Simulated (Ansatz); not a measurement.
# ClH₄NO₂Zr: small, medium and large basis sets

The task here is to estimate one member of a computed series from the others.

The runs use Ansatz 0.2.0, Gaussian basis; one geometry, several basis sets.

The runs, in order: PBE0-D4/def2-SVP; ωB97M-V/def2-SVP; PBE0-D4/def2-QZVPP; ωB97M-V/def2-QZVPP; the functionals' def2-TZVPP values are taken from earlier runs.

1 further run of the same task is left out (for a known fault of the program). Runs told in other sessions of the task aren't counted.

## Structure used throughout

All runs share one geometry, relaxed beforehand with PBE0-D4 in a triple-zeta def2 set. Zr takes the def2 core potential; no spin-orbit term is included.

SMILES `[NH2][Zr]([OH])([OH])[Cl]`, 9 atoms, charge 0, spin multiplicity 1.

Atoms are counted from 1 here; the program's logs count them from 0.

Bond lengths: N1–Zr2 2.023 Å, N1–H6 1.011 Å, N1–H7 1.011 Å, Zr2–O3 1.914 Å, Zr2–O4 1.914 Å, Zr2–Cl5 2.387 Å, O3–H8 0.953 Å, O4–H9 0.953 Å. Angles: Zr2–N1–H6 125.5°, Zr2–N1–H7 125.5°, H6–N1–H7 109.1°, N1–Zr2–O3 107.1°, N1–Zr2–O4 107.0°, N1–Zr2–Cl5 109.8°, O3–Zr2–O4 116.2°, O3–Zr2–Cl5 108.3°, O4–Zr2–Cl5 108.4°, Zr2–O3–H8 165.2°, Zr2–O4–H9 165.1°.

As a file:

```mol
ClH4NO2Zr
  3D, bonds by distance, orders not assigned

  9  8  0  0  0  0  0  0  0  0999 V2000
    1.2429    1.0985    0.2787 N   0  0
   -0.3124   -0.0728   -0.2701 Zr  0  0
    0.4025   -1.8007   -0.6766 O   0  0
   -1.5952   -0.0027    1.1483 O   0  0
   -1.3268    0.8038   -2.2447 Cl  0  0
    1.1889    1.8889    0.9062 H   0  0
    2.2011    0.9785   -0.0191 H   0  0
    0.5230   -2.7272   -0.8621 H   0  0
   -2.3240   -0.1663    1.7394 H   0  0
  1  2  8  0
  2  3  8  0
  2  4  8  0
  2  5  8  0
  1  6  8  0
  1  7  8  0
  3  8  8  0
  4  9  8  0
M  END
```

The first run:

The input, in.yaml:

```yaml
crystal:
  periodic: [false, false, false]
  atoms:
    - {symbol: N, position_ang: [1.242857, 1.098473, 0.278731]}
    - {symbol: Zr, position_ang: [-0.312396, -0.072765, -0.270088]}
    - {symbol: O, position_ang: [0.402478, -1.800722, -0.676602]}
    - {symbol: O, position_ang: [-1.595238, -0.002702, 1.148259]}
    - {symbol: Cl, position_ang: [-1.326781, 0.803753, -2.244678]}
    - {symbol: H, position_ang: [1.188871, 1.888920, 0.906180]}
    - {symbol: H, position_ang: [2.201145, 0.978485, -0.019092]}
    - {symbol: H, position_ang: [0.523046, -2.727178, -0.862127]}
    - {symbol: H, position_ang: [-2.323984, -0.166264, 1.739417]}
basis:
  gaussian: {orbitals: def2-SVP}
hamiltonian: {xc: pbe0, dispersion: d4}
output: {orbitals: {seedname: orbitals}}
```

Started as:

```console
$ ansatz run in.yaml --threads 4 --pin off --events-out ev --progress --plain --max-ram 10444MiB
```

Among the steps run: PBE0-D4 in def2-SVP; ωB97M-V in def2-SVP; PBE0-D4 in def2-QZVPP; ωB97M-V in def2-QZVPP.

One table of the session follows, with a row left open; its other results are not shown here.

It belongs to the step «Density functionals: the series». 

```
functional       basis  HOMO (eV)
   PBE0-D4    def2-SVP      -7.23
   PBE0-D4  def2-TZVPP      -7.43
   PBE0-D4  def2-QZVPP      -7.48
   ωB97M-V    def2-SVP      -9.54
   ωB97M-V  def2-TZVPP          ?
   ωB97M-V  def2-QZVPP      -9.81
```

**Question.** Estimate the row for ωB97M-V, def2-TZVPP.

The run gave: HOMO (eV): -9.76. In the column «HOMO (eV)» it lies between ωB97M-V, def2-QZVPP (-9.81) and ωB97M-V, def2-SVP (-9.54).
